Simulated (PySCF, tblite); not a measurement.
# C₈H₁₀Ge: infrared bands, NMR shifts, electronic excitations and core binding energies at several levels of theory, part 2 of 3

tblite 0.8.0 and PySCF 2.14.0. Atoms count from 0.

### 6 Excited states and response: B3LYP/def2-SVPD

Job settings and geometry (Å):

```
{"job": {"kind": "uv", "xc": "B3LYP", "basis": "def2-SVPD", "ip": true}, "charge": 0, "multiplicity": 1}
C     -2.770604     2.335638     0.867038
C     -2.042235     1.615473     0.209802
Ge    -0.895246     0.467393    -0.782979
C     -1.583291    -1.371181    -0.866513
C     -0.563522    -2.126982    -0.061548
C      0.496215    -1.501251     0.471504
C      0.716898    -0.020199     0.272393
C      2.002703     0.303585    -0.416218
C      2.896781     1.205963    -0.004385
H     -3.415972     2.977396     1.440189
H     -0.593169     1.127496    -2.136825
H     -1.654431    -1.748604    -1.900366
H     -2.593172    -1.445684    -0.431648
H     -0.697741    -3.204211     0.091450
H      1.236997    -2.059135     1.055783
H      0.675532     0.512756     1.237791
H      2.200690    -0.255479    -1.340615
H      2.742282     1.782915     0.913430
H      3.808860     1.404548    -0.572498
```

Method: TDDFT B3LYP/def2-SVPD, vertical, gas phase, core orbitals frozen in the response.

The log of the run:

```text
coarse grid: 73576 points
cycle   1  E = -2387.2414583347  dE =  3.560e-01  |g| = 6.888e-01  |ddm| = 1.071e+01
cycle   2  E = -2387.1974824483  dE =  4.398e-02  |g| = 8.367e-01  |ddm| = 3.341e+00
cycle   3  E = -2387.3407238564  dE = -1.432e-01  |g| = 7.251e-02  |ddm| = 1.798e+00
cycle   4  E = -2387.3408276430  dE = -1.038e-04  |g| = 6.904e-02  |ddm| = 2.234e-01
cycle   5  E = -2387.3420035188  dE = -1.176e-03  |g| = 1.655e-02  |ddm| = 1.033e-01
cycle   6  E = -2387.3420733418  dE = -6.982e-05  |g| = 3.982e-03  |ddm| = 3.661e-02
cycle   7  E = -2387.3420774624  dE = -4.121e-06  |g| = 8.420e-04  |ddm| = 1.027e-02
final grid: 156424 points
cycle   8  E = -2387.3420706392  dE =  1.687e-07  |g| = 1.368e-03  |ddm| = 2.006e-02
cycle   9  E = -2387.3420692465  dE =  1.393e-06  |g| = 2.657e-03  |ddm| = 8.233e-03
cycle  10  E = -2387.3420711102  dE = -1.864e-06  |g| = 2.648e-04  |ddm| = 5.233e-03
cycle  11  E = -2387.3420711273  dE = -1.705e-08  |g| = 3.031e-05  |ddm| = 6.962e-04
cycle  12  E = -2387.3420711275  dE = -2.419e-10  |g| = 1.026e-05  |ddm| = 9.063e-05
converged SCF energy = -2387.3420711275

Static polarisability (au): isotropic 123.965, principal 96.998 130.297 144.599

Singlet excitations
state   eV       nm        f      main configurations
  1   5.5364    223.9   0.13809   H->L 0.85
  2   5.7786    214.6   0.01671   H->L+1 0.64, H->L+2 0.16
  3   5.8576    211.7   0.01847   H->L+2 0.51, H-1->L 0.28, H->L+1 0.11
  4   5.8974    210.2   0.02091   H-1->L 0.55, H->L+2 0.19
  5   5.9900    207.0   0.01133   H-2->L 0.56, H-2->L+2 0.17
  6   6.2499    198.4   0.00111   H-1->L+1 0.62, H-1->L+2 0.09
  7   6.2904    197.1   0.03918   H->L+3 0.45, H-3->L 0.16
  8   6.3782    194.4   0.06739   H->L+3 0.21, H-3->L 0.16, H-3->L+1 0.13
  9   6.4633    191.8   0.00727   H-1->L+2 0.58, H-1->L+3 0.15
 10   6.5482    189.3   0.04149   H-3->L+2 0.27, H-3->L+1 0.19

Triplet excitations (Tamm-Dancoff, eV): 4.1325 4.3373 4.9301 5.3485
Vertical ionisation energy (delta-SCF) = 8.4832 eV
```

Wall time 14 min (1 thread of Arm Neoverse N1, shared host); peak memory 1.2 GiB.

The orbitals next to the gap, with their largest atomic shares:

| orbital | eV | atoms |
| --- | --- | --- |
| HOMO−3 | -7.96 | C1 35 %, C0 34 %, C7 8 % |
| HOMO−2 | -7.75 | C0 36 %, C1 35 %, Ge2 8 % |
| HOMO−1 | -7.18 | C5 31 %, C4 30 %, C6 8 % |
| HOMO | -6.69 | C8 26 %, C7 20 %, C6 12 % |
| LUMO | -0.55 | C7 15 %, C8 15 %, C0 11 % |
| LUMO+1 | -0.09 | C0 20 %, C1 19 %, Ge2 16 % |
| LUMO+2 | -0.01 | C0 21 %, C1 20 %, Ge2 15 % |

With each of the 10 states as a Gaussian band of 0.4 eV half-width at 1/e, the curve within the window shown has maxima at 219 nm (ε 7,400), 196 nm (ε 6,700) L/(mol cm). Beyond the last state computed it falls off for lack of states. The curve at chosen wavelengths:

nm, ε (L/mol/cm) and a bar:
```
      181       2001 ######
      184       3254 ############
      187       4596 ##################
      189       5396 #####################
      192       6271 #########################
      195       6665 ###########################
      198       6656 ###########################
      201       6453 ##########################
      203       6325 #########################
      206       6269 #########################
      209       6430 ##########################
      212       6754 ###########################
      215       7113 #############################
      217       7293 ##############################
      220       7376 ##############################
      223       7163 #############################
      226       6643 ###########################
      229       5870 #######################
      231       5263 #####################
      234       4295 ################
      237       3349 ############
      240       2500 ########
      243       1791 #####
      245       1404 ####
      248        945 #
      251        615
```

Ground-state properties from the same run:

| property | computed |
| --- | --- |
| dipole moment (D) | 0.69 |
| polarisability (Å³) | 18.37 |
| HOMO–LUMO gap (eV) | 6.14 |
| −ε(HOMO) (eV) | 6.69 |

### 7 Shielding tensors: wB97X-D/pcSseg-1

Settings changed since step 6:

```diff
@@ -1,2 +1,2 @@
-{"job": {"kind": "uv", "xc": "B3LYP", "basis": "def2-SVPD", "ip": true}, "charge": 0, "multiplicity": 1}
+{"job": {"kind": "nmr", "xc": "wB97X-D", "basis": "pcSseg-1", "pop": false}, "charge": 0, "multiplicity": 1}
 C     -2.770604     2.335638     0.867038
```

With the program's defaults for keys left out, this is: GIAO wB97X-D/pcSseg-1 NMR shielding, non-relativistic, gas phase.

The log of the run:

```text
coarse grid: 73576 points
cycle   1  E = -2387.3865021275  dE =  6.373e-01  |g| = 8.912e-01  |ddm| = 4.213e+00
cycle   2  E = -2387.4138899090  dE = -2.739e-02  |g| = 7.769e-01  |ddm| = 1.034e+00
cycle   3  E = -2387.4668157462  dE = -5.293e-02  |g| = 7.314e-02  |ddm| = 5.159e-01
cycle   4  E = -2387.4673882212  dE = -5.725e-04  |g| = 1.885e-02  |ddm| = 7.621e-02
cycle   5  E = -2387.4674840707  dE = -9.585e-05  |g| = 5.071e-03  |ddm| = 2.777e-02
cycle   6  E = -2387.4674912051  dE = -7.134e-06  |g| = 3.220e-03  |ddm| = 1.069e-02
cycle   7  E = -2387.4674937859  dE = -2.581e-06  |g| = 4.348e-04  |ddm| = 2.887e-03
final grid: 156424 points
cycle   8  E = -2387.4669282141  dE = -1.778e-06  |g| = 7.974e-04  |ddm| = 3.693e-03
cycle   9  E = -2387.4669281583  dE =  5.582e-08  |g| = 9.650e-04  |ddm| = 1.354e-03
cycle  10  E = -2387.4669283731  dE = -2.148e-07  |g| = 1.457e-04  |ddm| = 6.715e-04
cycle  11  E = -2387.4669283784  dE = -5.297e-09  |g| = 4.688e-05  |ddm| = 1.464e-04
cycle  12  E = -2387.4669283791  dE = -7.449e-10  |g| = 1.900e-05  |ddm| = 7.401e-05
converged SCF energy = -2387.4669283791

GIAO shielding tensors (ppm)
atom      isotropic    diamagn.    paramagn.     s11        s22        s33       span
  0 C       79.978     261.772    -181.794     -5.118     -4.851    249.903    255.021
  1 C       97.258     266.367    -169.109     -4.116      0.145    295.745    299.861
  2 Ge    1408.317    2753.884   -1345.568   1292.005   1421.856   1511.089    219.083
  3 C      165.440     254.305     -88.865    154.465    157.914    183.943     29.478
  4 C       43.668     255.224    -211.556    -66.558     59.239    138.322    204.881
  5 C       39.715     254.903    -215.187    -72.388     60.779    130.755    203.142
  6 C      142.140     247.807    -105.668    128.575    146.407    151.437     22.863
  7 C       34.633     255.411    -220.779    -91.900     48.128    147.670    239.570
  8 C       63.903     253.430    -189.527    -49.068     86.727    154.050    203.118
  9 H       29.104      32.382      -3.279     23.787     24.007     39.517     15.730
 10 H       26.817      28.045      -1.227     20.712     21.811     37.929     17.216
 11 H       29.639      29.519       0.120     24.902     26.744     37.270     12.368
 12 H       29.724      29.633       0.091     24.685     27.707     36.780     12.096
 13 H       25.308      29.429      -4.121     22.639     25.980     27.304      4.665
 14 H       25.502      30.804      -5.302     23.337     26.117     27.052      3.715
 15 H       28.525      33.270      -4.745     25.379     27.108     33.087      7.708
 16 H       25.742      30.757      -5.015     22.954     24.206     30.064      7.110
 17 H       26.013      31.085      -5.072     22.265     25.108     30.666      8.401
 18 H       26.215      27.620      -1.405     23.114     25.017     30.515      7.401
```

Run time: 1.9 min. Hardware: 1 thread of Arm Neoverse N1, shared host; peak memory 1.3 GiB.

This run: δ C7 149.9, C5 144.8, C4 140.9, C8 120.6, H13 6.07, H14 5.88 ppm.

### 8 X-ray photoelectron lines: SCAN, X2C

Settings changed since step 7:

```diff
@@ -1,2 +1,2 @@
-{"job": {"kind": "nmr", "xc": "wB97X-D", "basis": "pcSseg-1", "pop": false}, "charge": 0, "multiplicity": 1}
+{"job": {"kind": "xps"}, "charge": 0, "multiplicity": 1}
 C     -2.770604     2.335638     0.867038
```

With the program's defaults for keys left out, this is: delta-SCF UKS SCAN, pcX-2 on the ionised atom, pcseg-1 elsewhere, spin-free X2C.

The log of the run:

```text
ground state, core basis on atom 0 (C), 220 functions
  cycle   1  E = -2404.50477947  |g| = 6.54e-01
  cycle   2  E = -2404.42498116  |g| = 8.22e-01
  cycle   3  E = -2404.61883133  |g| = 1.48e-01
  cycle   4  E = -2404.62227837  |g| = 9.94e-02
  cycle   5  E = -2404.62481258  |g| = 2.16e-02
  cycle   6  E = -2404.62493832  |g| = 7.80e-03
  cycle   7  E = -2404.62495241  |g| = 3.81e-03
  cycle   8  E = -2404.62495469  |g| = 1.39e-03
  cycle   9  E = -2404.62495271  |g| = 3.50e-04
  E(ground) = -2404.77440055 Eh
hole in C 1s of atom 0
  cycle   1  E = -2393.37666346  |g| = 1.50e+00
  cycle   2  E = -2388.76776898  |g| = 2.60e+00
  cycle   3  E = -2392.46310164  |g| = 1.34e+00
  cycle   4  E = -2393.89968403  |g| = 3.61e-01
  cycle   5  E = -2393.88302155  |g| = 4.09e-01
  cycle   6  E = -2393.96440279  |g| = 6.83e-02
  cycle   7  E = -2393.96685356  |g| = 3.49e-02
  cycle   8  E = -2393.96743888  |g| = 2.27e-02
  cycle   9  E = -2393.96782066  |g| = 8.89e-03
  cycle  10  E = -2393.96792841  |g| = 5.72e-03
  cycle  11  E = -2393.96799536  |g| = 3.98e-03
  cycle  12  E = -2393.96801753  |g| = 2.92e-03
  cycle  13  E = -2393.96802409  |g| = 1.28e-03
  cycle  14  E = -2393.96802594  |g| = 8.14e-04
  cycle  15  E = -2393.96802844  |g| = 5.48e-04
  cycle  16  E = -2393.96802770  |g| = 5.06e-04
  cycle  17  E = -2393.96802945  |g| = 4.87e-04
  E(ion) = -2394.11628397 Eh   <S^2> = 0.8473   hole on atom = 1.000   binding energy = 290.022 eV
ground state, core basis on atom 1 (C), 220 functions
  cycle   1  E = -2404.62620503  |g| = 6.56e-02
  cycle   2  E = -2404.62393507  |g| = 9.86e-02
  cycle   3  E = -2404.62586465  |g| = 4.91e-02
  cycle   4  E = -2404.62650707  |g| = 6.32e-03
  cycle   5  E = -2404.62651587  |g| = 1.69e-03
  cycle   6  E = -2404.62651574  |g| = 4.79e-04
  E(ground) = -2404.77558050 Eh
hole in C 1s of atom 1
  cycle   1  E = -2393.38310501  |g| = 1.51e+00
  cycle   2  E = -2387.93835891  |g| = 2.75e+00
  cycle   3  E = -2391.47636741  |g| = 1.73e+00
  cycle   4  E = -2393.92146141  |g| = 2.44e-01
  cycle   5  E = -2393.86903795  |g| = 4.50e-01
  cycle   6  E = -2393.96732827  |g| = 5.82e-02
  cycle   7  E = -2393.96886616  |g| = 3.24e-02
  cycle   8  E = -2393.96961541  |g| = 1.49e-02
  cycle   9  E = -2393.96984141  |g| = 1.19e-02
  cycle  10  E = -2393.97001494  |g| = 7.00e-03
  cycle  11  E = -2393.97011992  |g| = 4.75e-03
  cycle  12  E = -2393.97015281  |g| = 3.11e-03
  cycle  13  E = -2393.97016226  |g| = 1.48e-03
  cycle  14  E = -2393.97016155  |g| = 7.76e-04
  cycle  15  E = -2393.97016206  |g| = 5.91e-04
  cycle  16  E = -2393.97016349  |g| = 5.49e-04
  cycle  17  E = -2393.97016425  |g| = 5.65e-04
  cycle  18  E = -2393.97016697  |g| = 5.07e-04
  cycle  19  E = -2393.97017293  |g| = 4.52e-04
  E(ion) = -2394.11829413 Eh   <S^2> = 0.8681   hole on atom = 1.000   binding energy = 290.000 eV
ground state, core basis on atom 3 (C), 220 functions
  cycle   1  E = -2404.62291704  |g| = 5.83e-02
  cycle   2  E = -2404.62252021  |g| = 4.29e-02
  cycle   3  E = -2404.62200340  |g| = 6.06e-02
  cycle   4  E = -2404.62298618  |g| = 9.45e-03
  cycle   5  E = -2404.62301010  |g| = 1.05e-03
  cycle   6  E = -2404.62300834  |g| = 5.10e-04
  cycle   7  E = -2404.62300819  |g| = 1.25e-04
  E(ground) = -2404.77130176 Eh
hole in C 1s of atom 3
  cycle   1  E = -2393.36932520  |g| = 1.52e+00
  cycle   2  E = -2391.64844480  |g| = 2.28e+00
  cycle   3  E = -2393.75126458  |g| = 5.84e-01
  cycle   4  E = -2393.78714085  |g| = 5.49e-01
  cycle   5  E = -2393.93934571  |g| = 1.95e-01
  cycle   6  E = -2393.95493691  |g| = 9.55e-02
  cycle   7  E = -2393.95931934  |g| = 3.32e-02
  cycle   8  E = -2393.95986143  |g| = 1.16e-02
  cycle   9  E = -2393.95992285  |g| = 7.65e-03
  cycle  10  E = -2393.95995911  |g| = 2.48e-03
  cycle  11  E = -2393.95996905  |g| = 1.58e-03
  cycle  12  E = -2393.95997342  |g| = 1.08e-03
  cycle  13  E = -2393.95998113  |g| = 8.18e-04
  cycle  14  E = -2393.95998492  |g| = 6.09e-04
  cycle  15  E = -2393.95998896  |g| = 4.10e-04
  E(ion) = -2394.10762751 Eh   <S^2> = 0.7728   hole on atom = 1.000   binding energy = 290.173 eV
ground state, core basis on atom 4 (C), 220 functions
  cycle   1  E = -2404.62313815  |g| = 5.80e-02
  cycle   2  E = -2404.62294665  |g| = 3.28e-02
  cycle   3  E = -2404.62275666  |g| = 4.18e-02
  cycle   4  E = -2404.62319380  |g| = 9.99e-03
  cycle   5  E = -2404.62321853  |g| = 1.82e-03
  cycle   6  E = -2404.62321764  |g| = 3.95e-04
  E(ground) = -2404.77207718 Eh
hole in C 1s of atom 4
  cycle   1  E = -2393.36705323  |g| = 1.51e+00
  cycle   2  E = -2391.26141906  |g| = 2.30e+00
  cycle   3  E = -2393.65143151  |g| = 7.05e-01
  cycle   4  E = -2393.85657542  |g| = 4.49e-01
  cycle   5  E = -2393.92733552  |g| = 2.44e-01
  cycle   6  E = -2393.95262588  |g| = 1.16e-01
  cycle   7  E = -2393.95887059  |g| = 4.18e-02
  cycle   8  E = -2393.95972723  |g| = 1.58e-02
  cycle   9  E = -2393.95986857  |g| = 7.47e-03
  cycle  10  E = -2393.95991169  |g| = 3.83e-03
  cycle  11  E = -2393.95992688  |g| = 2.08e-03
  cycle  12  E = -2393.95993688  |g| = 1.28e-03
  cycle  13  E = -2393.95993901  |g| = 5.05e-04
  cycle  14  E = -2393.95994062  |g| = 2.55e-04
  E(ion) = -2394.10779603 Eh   <S^2> = 0.7976   hole on atom = 1.000   binding energy = 290.190 eV
ground state, core basis on atom 5 (C), 220 functions
  cycle   1  E = -2404.62296971  |g| = 6.17e-02
  cycle   2  E = -2404.62227033  |g| = 5.83e-02
  cycle   3  E = -2404.62266492  |g| = 4.29e-02
  cycle   4  E = -2404.62313737  |g| = 1.07e-02
  cycle   5  E = -2404.62316632  |g| = 2.23e-03
  cycle   6  E = -2404.62316647  |g| = 6.56e-04
  cycle   7  E = -2404.62316566  |g| = 3.59e-04
  E(ground) = -2404.77197300 Eh
hole in C 1s of atom 5
  cycle   1  E = -2393.37003837  |g| = 1.52e+00
  cycle   2  E = -2390.56520566  |g| = 2.43e+00
  cycle   3  E = -2393.40564743  |g| = 8.93e-01
  cycle   4  E = -2393.87489522  |g| = 4.22e-01
  cycle   5  E = -2393.93004625  |g| = 2.46e-01
  cycle   6  E = -2393.95165605  |g| = 1.43e-01
  cycle   7  E = -2393.96196079  |g| = 3.91e-02
  cycle   8  E = -2393.96272450  |g| = 1.49e-02
  cycle   9  E = -2393.96286550  |g| = 7.46e-03
  cycle  10  E = -2393.96290517  |g| = 4.64e-03
  cycle  11  E = -2393.96292689  |g| = 2.47e-03
  cycle  12  E = -2393.96293978  |g| = 1.67e-03
  cycle  13  E = -2393.96294572  |g| = 8.97e-04
  cycle  14  E = -2393.96294723  |g| = 6.87e-04
  cycle  15  E = -2393.96294965  |g| = 5.36e-04
  cycle  16  E = -2393.96295089  |g| = 5.10e-04
  cycle  17  E = -2393.96295399  |g| = 4.63e-04
  E(ion) = -2394.11107127 Eh   <S^2> = 0.8003   hole on atom = 1.000   binding energy = 290.098 eV
ground state, core basis on atom 6 (C), 220 functions
  cycle   1  E = -2404.62257577  |g| = 5.94e-02
  cycle   2  E = -2404.62229060  |g| = 3.88e-02
  cycle   3  E = -2404.62217362  |g| = 4.33e-02
  cycle   4  E = -2404.62266602  |g| = 1.04e-02
  cycle   5  E = -2404.62269579  |g| = 1.55e-03
  cycle   6  E = -2404.62269500  |g| = 6.28e-04
  cycle   7  E = -2404.62269384  |g| = 1.90e-04
  E(ground) = -2404.77140663 Eh
hole in C 1s of atom 6
  cycle   1  E = -2393.36164405  |g| = 1.52e+00
  cycle   2  E = -2391.89317616  |g| = 2.26e+00
  cycle   3  E = -2393.75497444  |g| = 6.07e-01
  cycle   4  E = -2393.78631420  |g| = 5.48e-01
  cycle   5  E = -2393.94613809  |g| = 1.51e-01
  cycle   6  E = -2393.95305564  |g| = 9.61e-02
  cycle   7  E = -2393.95787065  |g| = 1.87e-02
  cycle   8  E = -2393.95805356  |g| = 7.20e-03
  cycle   9  E = -2393.95808423  |g| = 3.92e-03
  cycle  10  E = -2393.95809733  |g| = 2.46e-03
  cycle  11  E = -2393.95810581  |g| = 1.33e-03
  cycle  12  E = -2393.95811005  |g| = 1.03e-03
  cycle  13  E = -2393.95811595  |g| = 7.40e-04
  cycle  14  E = -2393.95811793  |g| = 5.06e-04
  cycle  15  E = -2393.95812122  |g| = 3.03e-04
  E(ion) = -2394.10573733 Eh   <S^2> = 0.7738   hole on atom = 1.000   binding energy = 290.228 eV
ground state, core basis on atom 7 (C), 220 functions
  cycle   1  E = -2404.62258993  |g| = 5.76e-02
  cycle   2  E = -2404.62247402  |g| = 2.72e-02
  cycle   3  E = -2404.62231860  |g| = 3.60e-02
  cycle   4  E = -2404.62264776  |g| = 7.39e-03
  cycle   5  E = -2404.62266651  |g| = 1.21e-03
  cycle   6  E = -2404.62266231  |g| = 4.90e-04
  E(ground) = -2404.77149907 Eh
hole in C 1s of atom 7
  cycle   1  E = -2393.36719536  |g| = 1.51e+00
  cycle   2  E = -2390.54777375  |g| = 2.43e+00
  cycle   3  E = -2393.38181001  |g| = 8.81e-01
  cycle   4  E = -2393.89072380  |g| = 3.55e-01
  cycle   5  E = -2393.91947262  |g| = 2.52e-01
  cycle   6  E = -2393.94572303  |g| = 1.19e-01
  cycle   7  E = -2393.95275563  |g| = 3.58e-02
  cycle   8  E = -2393.95338752  |g| = 1.94e-02
  cycle   9  E = -2393.95366880  |g| = 1.02e-02
  cycle  10  E = -2393.95379524  |g| = 7.61e-03
  cycle  11  E = -2393.95388743  |g| = 4.74e-03
  cycle  12  E = -2393.95395755  |g| = 3.50e-03
  cycle  13  E = -2393.95398243  |g| = 1.44e-03
  cycle  14  E = -2393.95398219  |g| = 8.01e-04
  cycle  15  E = -2393.95398388  |g| = 5.02e-04
  cycle  16  E = -2393.95398622  |g| = 1.98e-04
  E(ion) = -2394.10196213 Eh   <S^2> = 0.8439   hole on atom = 1.000   binding energy = 290.333 eV
ground state, core basis on atom 8 (C), 220 functions
  cycle   1  E = -2404.62218401  |g| = 6.20e-02
  cycle   2  E = -2404.62127892  |g| = 6.52e-02
  cycle   3  E = -2404.62196339  |g| = 4.05e-02
  cycle   4  E = -2404.62237560  |g| = 1.22e-02
  cycle   5  E = -2404.62241620  |g| = 2.56e-03
  cycle   6  E = -2404.62241747  |g| = 6.47e-04
  cycle   7  E = -2404.62241883  |g| = 3.78e-04
  E(ground) = -2404.77123951 Eh
hole in C 1s of atom 8
  cycle   1  E = -2393.38489488  |g| = 1.50e+00
  cycle   2  E = -2391.40848552  |g| = 2.16e+00
  cycle   3  E = -2393.61727406  |g| = 7.29e-01
  cycle   4  E = -2393.85738824  |g| = 4.78e-01
  cycle   5  E = -2393.94590436  |g| = 2.36e-01
  cycle   6  E = -2393.97052801  |g| = 1.08e-01
  cycle   7  E = -2393.97593949  |g| = 3.59e-02
  cycle   8  E = -2393.97640764  |g| = 2.10e-02
  cycle   9  E = -2393.97664541  |g| = 7.36e-03
  cycle  10  E = -2393.97667833  |g| = 2.02e-03
  cycle  11  E = -2393.97667965  |g| = 1.19e-03
  cycle  12  E = -2393.97668303  |g| = 7.25e-04
  cycle  13  E = -2393.97668253  |g| = 3.05e-04
  E(ion) = -2394.12498285 Eh   <S^2> = 0.7804   hole on atom = 1.000   binding energy = 289.699 eV
```

It took 7.7 min on 1 thread of Arm Neoverse N1, shared host; peak memory 0.85 GiB.

The holes in one table. −ε is the ground-state orbital energy:

| hole | stands for | environment | ΔSCF (eV) | −ε (eV) | ⟨S²⟩ |
| --- | --- | --- | --- | --- | --- |
| C1s on C0 | C0 | terminal alkyne carbon | 290.02 | 273.7 | 0.847 |
| C1s on C1 | C1 | alkyne carbon | 290.00 (doubtful) | 273.6 | 0.868 |
| C1s on C3 | C3 | allylic sp3 CH2 bonded to Ge | 290.17 | 273.9 | 0.773 |
| C1s on C4 | C4 | alkene CH | 290.19 | 273.9 | 0.798 |
| C1s on C5 | C5 | alkene CH | 290.10 | 273.9 | 0.800 |
| C1s on C6 | C6 | allylic sp3 CH bonded to Ge | 290.23 | 274.1 | 0.774 |
| C1s on C7 | C7 | alkene CH | 290.33 | 273.9 | 0.844 |
| C1s on C8 | C8 | terminal =CH2 carbon | 289.70 | 273.4 | 0.780 |

Doubtful: the ion did not converge, its hole moved, or its ⟨S²⟩ is well above 0.75.

(Continued in part 3 of 3.)
